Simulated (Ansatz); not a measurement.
**Tungsten hexafluoride (WF₆): one species, many methods**

One table from this session's results is given with a row withheld; the runs are named, their logs left out.

Computed with Ansatz 0.2.0, Gaussian basis. Level: functionals in def2-TZVPP, the program's frozen cores in correlated methods.

Plan: LDA (SPW92), PBE-D4, revPBE-D4, BLYP-D4, r2SCAN-D4, B97M-V, PBE0-D4, B3LYP-D4, r2SCANh-D4, r2SCAN0-D4, HSE06-D4, BHLYP-D4, CAM-B3LYP-D4, LC-ωPBE, ωB97X-V, ωB97M-V, B2PLYP, PBE-QIDH; CCSD(T)/def2-SVP; CCSD(T)/def2-TZVPP; MP2/def2-QZVPP; extrapolation to the limit; RPA on PBE.

1 further run of the same task is left out (it didn't finish).

### The geometry

All runs share one geometry, relaxed beforehand with PBE0-D4 in a triple-zeta def2 set. W takes the def2 core potential; no spin-orbit term is included.

7 atoms, charge 0, spin multiplicity 1.

Atoms are counted from 1 here; the program's logs count them from 0.

Bond lengths: F1–W2 1.834 Å, W2–F3 1.834 Å, W2–F4 1.834 Å, W2–F5 1.834 Å, W2–F6 1.834 Å, W2–F7 1.834 Å. Angles: F1–W2–F3 90.0°, F1–W2–F4 90.0°, F1–W2–F5 90.0°, F1–W2–F6 90.0°, F1–W2–F7 180.0°, F3–W2–F4 90.0°, F3–W2–F5 180.0°, F3–W2–F6 90.0°, F3–W2–F7 90.0°, F4–W2–F5 90.0°, F4–W2–F6 180.0°, F4–W2–F7 90.0°, F5–W2–F6 90.0°, F5–W2–F7 90.0°, F6–W2–F7 90.0°.

Set-up of the first run:

in.yaml reads:

```yaml
crystal:
  periodic: [false, false, false]
  atoms:
    - {symbol: F, position_ang: [-1.097977, -0.082153, -1.466646]}
    - {symbol: W, position_ang: [0.008757, -0.009726, -0.006527]}
    - {symbol: F, position_ang: [-1.397885, -0.455710, 1.081824]}
    - {symbol: F, position_ang: [0.406752, -1.786934, -0.219158]}
    - {symbol: F, position_ang: [1.415193, 0.435452, -1.095473]}
    - {symbol: F, position_ang: [-0.389369, 1.767346, 0.206990]}
    - {symbol: F, position_ang: [1.115829, 0.063624, 1.453290]}
basis:
  gaussian: {orbitals: def2-TZVPP}
hamiltonian: {xc: lda}
output: {orbitals: {seedname: orbitals}}
```

The run is started by

```bash
> ansatz run in.yaml --threads 2 --pin off --events-out ev --progress --plain --max-ram 32768MiB --backend cpu
```

Among the steps run: LDA; PBE-D4 (GGA); revPBE-D4 (GGA); BLYP-D4 (GGA); r2SCAN-D4 (meta-GGA); B97M-V (meta-GGA); PBE0-D4 (hybrid); B3LYP-D4 (hybrid); r2SCANh-D4 (hybrid); r2SCAN0-D4 (hybrid); HSE06-D4 (hybrid); BHLYP-D4 (hybrid); CAM-B3LYP-D4 (range-separated); LC-ωPBE (range-separated); ωB97X-V (range-separated); ωB97M-V (range-separated); B2PLYP (double hybrid); PBE-QIDH (double hybrid).

One of the session's tables, all rows but one given; the rest of the session is left out.

It belongs to the step «Orbital energies across the functionals». 

| functional | HOMO (eV) | LUMO (eV) | gap (eV) |
| --- | --- | --- | --- |
| LDA (SPW92) | -10.90 | -5.27 | 5.64 |
| PBE-D4 | -10.61 | -4.99 | 5.63 |
| revPBE-D4 | -10.51 | -4.88 | 5.63 |
| BLYP-D4 | -10.56 | -4.94 | 5.62 |
| r2SCAN-D4 | -11.18 | -5.07 | 6.11 |
| B97M-V | -11.31 | -5.06 | 6.25 |
| PBE0-D4 | -12.76 | -4.45 | 8.30 |
| B3LYP-D4 | -12.44 | -4.70 | 7.74 |
| r2SCANh-D4 | -11.97 | -4.85 | 7.12 |
| r2SCAN0-D4 | -13.17 | -4.50 | 8.67 |
| HSE06-D4 | -12.34 | -4.83 | 7.51 |
| BHLYP-D4 | -14.89 | -3.77 | 11.12 |
| CAM-B3LYP-D4 | -14.34 | -3.38 | 10.96 |
| LC-ωPBE | -15.59 | -2.06 | 13.53 |
| ωB97X-V | ? | ? | ? |
| ωB97M-V | -15.26 | -2.20 | 13.06 |

**Question.** Estimate the row for ωB97X-V.

**Answer.** HOMO (eV): -15.29; LUMO (eV): -2.17; gap (eV): 13.12. In the column «HOMO (eV)» it lies between LC-ωPBE (-15.59) and ωB97M-V (-15.26).
